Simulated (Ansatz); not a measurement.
# C2H3BClN: the cost of one run

Program: Ansatz 0.2.0. Level of theory: RKS LDA/def2-SVP. These are calculated values, not measurements.

## 1. Starting point

Bond lengths: C1–B2 1.579 Å, B2–Cl3 1.814 Å, B2–C4 1.528 Å, C4–N5 1.174 Å, C1–H6 1.039 Å, C1–H7 1.147 Å, C1–H8 1.103 Å. Angles: C1–B2–Cl3 118.0°, C1–B2–C4 125.3°, Cl3–B2–C4 116.7°, B2–C1–H6 113.7°, B2–C1–H7 106.7°, B2–C1–H8 106.9°, H6–C1–H7 109.2°, H6–C1–H8 113.0°, H7–C1–H8 106.9°, B2–C4–N5 173.5°.

Coordinates:

```xyz
8

C    -0.4994   -0.6818    0.6774
B     0.5572    0.0969   -0.2012
Cl    2.2988   -0.3953   -0.0752
C     0.2360    1.2412   -1.1617
N    -0.1370    2.0758   -1.8979
H    -0.0783   -1.4046    1.2939
H    -1.0311    0.1020    1.3240
H    -1.2540   -1.0913   -0.0151
```

## 2. End point A

input.yaml

```yaml
crystal:
  periodic: [false, false, false]
  atoms:
    - { symbol: C, position_ang: [-0.4994, -0.6818, 0.6774] }
    - { symbol: B, position_ang: [0.5572, 0.0969, -0.2012] }
    - { symbol: Cl, position_ang: [2.2988, -0.3953, -0.0752] }
    - { symbol: C, position_ang: [0.236, 1.2412, -1.1617] }
    - { symbol: "N", position_ang: [-0.137, 2.0758, -1.8979] }
    - { symbol: H, position_ang: [-0.0783, -1.4046, 1.2939] }
    - { symbol: H, position_ang: [-1.0311, 0.102, 1.324] }
    - { symbol: H, position_ang: [-1.254, -1.0913, -0.0151] }
basis:
  gaussian: { orbitals: def2-SVP }
hamiltonian:
  xc: lda
relax:
  f_tol: 0.015
  max_steps: 40
output:
  orbitals: {}
```

Run with:

```
ansatz run input.yaml --threads 1 --pin off --max-ram 2048MiB --backend cpu --events-out ev --progress --plain --runs-dir out
```

What time and memory should one allow on 1 thread of AMD EPYC 7R43 (Zen 3), shared host?

About 25 s, with a peak of 0.15 GiB.
